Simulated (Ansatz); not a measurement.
**AlBH₄Se (SMILES [BH2][AlH][SeH]): functionals against CCSD(T) at one geometry**

One table from this session's results is given with a row withheld; the runs are named, their logs left out.

Method: single points in def2-TZVPP; program: Ansatz 0.2.0, Gaussian basis.

Cores are frozen in the correlated methods. Filled d shells of the heavier atoms are correlated.

### The system as given

SMILES `[BH2][AlH][SeH]`, 7 atoms, charge 0, spin multiplicity 1.

Atoms are counted from 1 here; the program's logs count them from 0.

Bond lengths: B1–Al2 2.180 Å, B1–H4 1.186 Å, B1–H5 1.091 Å, Al2–Se3 2.290 Å, Al2–H6 1.584 Å, Se3–H7 1.629 Å. Angles: Al2–B1–H4 117.0°, Al2–B1–H5 123.0°, H4–B1–H5 118.9°, B1–Al2–Se3 120.4°, B1–Al2–H6 127.0°, Se3–Al2–H6 112.3°, Al2–Se3–H7 86.5°.

Coordinates:

```xyz
7
charge 0, multiplicity 1
B    -1.6360    0.4612   -0.5116
Al    0.3665    0.2261    0.3164
Se    1.8957   -1.1319   -0.7135
H    -2.4445   -0.3488   -0.2016
H    -1.8661    1.1502   -1.3255
H     0.9068    0.8088    1.6872
H     2.7469   -1.0596    0.6741
```

The first run:

The input, run/in.yaml:

```yaml
crystal:
  periodic: [false, false, false]
  atoms:
    - {symbol: B, position_ang: [-1.636000, 0.461200, -0.511600]}
    - {symbol: Al, position_ang: [0.366500, 0.226100, 0.316400]}
    - {symbol: Se, position_ang: [1.895700, -1.131900, -0.713500]}
    - {symbol: H, position_ang: [-2.444500, -0.348800, -0.201600]}
    - {symbol: H, position_ang: [-1.866100, 1.150200, -1.325500]}
    - {symbol: H, position_ang: [0.906800, 0.808800, 1.687200]}
    - {symbol: H, position_ang: [2.746900, -1.059600, 0.674100]}
basis:
  gaussian: {orbitals: def2-TZVPP}
correlation: {method: ccsd_t}
output: {forces: true}
```

The command line of these runs was not kept.

Among the steps run: CCSD(T)/def2-TZVPP; PBE0-D4/def2-TZVPP; wB97M-V/def2-TZVPP; r2SCAN-D4/def2-TZVPP; PBE-D4/def2-TZVPP; r2SCANh-D4/def2-TZVPP; CAM-B3LYP-D4/def2-TZVPP.

One of the session's tables, all rows but one given; the rest of the session is left out.

```
      method  RMS force component (eV/Å)  angle to CCSD(T) forces (°)  dipole (D)
     CCSD(T)                       1.288                    reference        1.01
     PBE0-D4                       1.299                          1.7        0.98
     wB97M-V                       1.280                          3.1        1.09
   r2SCAN-D4                       1.287                          1.7        0.90
      PBE-D4                       1.276                          5.8        0.77
  r2SCANh-D4                           ?                            ?           ?
CAM-B3LYP-D4                       1.287                          3.1        1.10
```

Estimate the missing values for r2SCANh-D4.

As computed: RMS force component (eV/Å): 1.294; angle to CCSD(T) forces (°): 1.7; dipole (D): 0.97. In the column «RMS force component (eV/Å)» it lies between CCSD(T) (1.288) and PBE0-D4 (1.299).
